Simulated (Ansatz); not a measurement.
I need the interaction energy of a dimer with the counterpoise correction of CH₄BF, SMILES BCF. Use the Ansatz DFT code, driven from Python. Settings (for the species named): PBE0, cc-pVDZ basis, multiplicity 1.

```yaml
atoms:
  - { symbol: B, position_ang: [-0.6929, 0.0886, -0.5111] }
  - { symbol: C, position_ang: [0.5512, -0.0544, 0.3719] }
  - { symbol: F, position_ang: [0.5694, -1.3407, 0.8503] }
  - { symbol: H, position_ang: [-1.4177, -0.7546, -0.6857] }
  - { symbol: H, position_ang: [-0.9576, 1.1683, -1.0525] }
  - { symbol: H, position_ang: [0.5236, 0.6802, 1.2183] }
  - { symbol: H, position_ang: [1.4853, 0.1447, -0.2370] }
```

The script, `run_dimer.py`:
```python
# -*- coding: utf-8 -*-
"""Binding of a CH4BF dimer at a trial geometry."""

import logging
import sys

import ansatz as az

logging.basicConfig(stream=sys.stdout, format="%(levelname)s:%(name)s:%(message)s")
log = logging.getLogger("ch4bf")
log.setLevel(logging.INFO)

BASIS = "cc-pVDZ"
XC = "PBE0"

FIRST = [
    ("B", (-0.7017, 0.0983, -0.5046)),
    ("C", (0.5424, -0.0447, 0.3784)),
    ("F", (0.5606, -1.331, 0.8568)),
    ("H", (-1.4265, -0.7449, -0.6792)),
    ("H", (-0.9664, 1.178, -1.046)),
    ("H", (0.5148, 0.6899, 1.2248)),
    ("H", (1.4765, 0.1544, -0.2305)),
]
SECOND = [
    ("B", (0.0586, -2.277, -3.7457)),
    ("C", (-0.3032, -0.896, -4.3024)),
    ("F", (0.6311, -0.5805, -5.257)),
    ("H", (0.9491, -2.8651, -4.1033)),
    ("H", (-0.6198, -2.7891, -2.8476)),
    ("H", (-0.307, -0.1276, -3.486)),
    ("H", (-1.3362, -0.9221, -4.7663)),
]

def energy(atoms, ghosts=()):
    molecule = az.Crystal.molecule()
    for symbol, xyz in atoms:
        molecule = molecule.atom(symbol, xyz)
    calc = molecule.calculation().basis(gaussian=BASIS).functional(XC)
    deck = calc.input()
    if ghosts:
        deck = deck.set(az.key.basis.gaussian.ghost_atoms, [{"symbol": s, "position_ang": list(xyz)} for s, xyz in ghosts])
    return az.Session.from_dict(deck).plan().execute().report["free_energy_ev"]

# ghost atoms carry the functions of the partner
both = energy(FIRST + SECOND)
alone = energy(FIRST) + energy(SECOND)
ghosted = energy(FIRST, SECOND) + energy(SECOND, FIRST)
log.info(f"dimer {both:.6f} eV")
log.info(f"interaction, uncorrected   {96.485332 * (both - alone):8.3f} kJ/mol")
log.info(f"interaction, counterpoise  {96.485332 * (both - ghosted):8.3f} kJ/mol")
log.info(f"basis-set superposition    {96.485332 * (alone - ghosted):8.3f} kJ/mol")
```

```console
$ python run_dimer.py
INFO:ch4bf:dimer -8978.494511 eV
INFO:ch4bf:interaction, uncorrected     -0.433 kJ/mol
INFO:ch4bf:interaction, counterpoise     0.532 kJ/mol
INFO:ch4bf:basis-set superposition       0.965 kJ/mol
```

Uncorrected it is -0.433 kJ/mol, with the counterpoise correction 0.532 kJ/mol; the difference, 0.97 kJ/mol, is the superposition error. The sign changes with the correction, so this basis doesn't settle it.

Total energies depend on the basis set; only differences at equal settings carry meaning. The dimer is a generated trial pose of unrelaxed monomers, not a minimum, so the figure is no binding energy, and the basis set is small. This level lacks the dispersion part of the attraction (electrostatics and induction are there), which can decide the sign where the interaction is weak. Run time: 6.2 s on 1 thread of Intel(R) Xeon(R) 6975P-C (Granite Rapids), on a shared host, peak memory 0.29 GiB.

(A comment or docstring line of the script was reworded after the run, the code is as it ran; lines on the test bed's own set-up are left out of the output.)
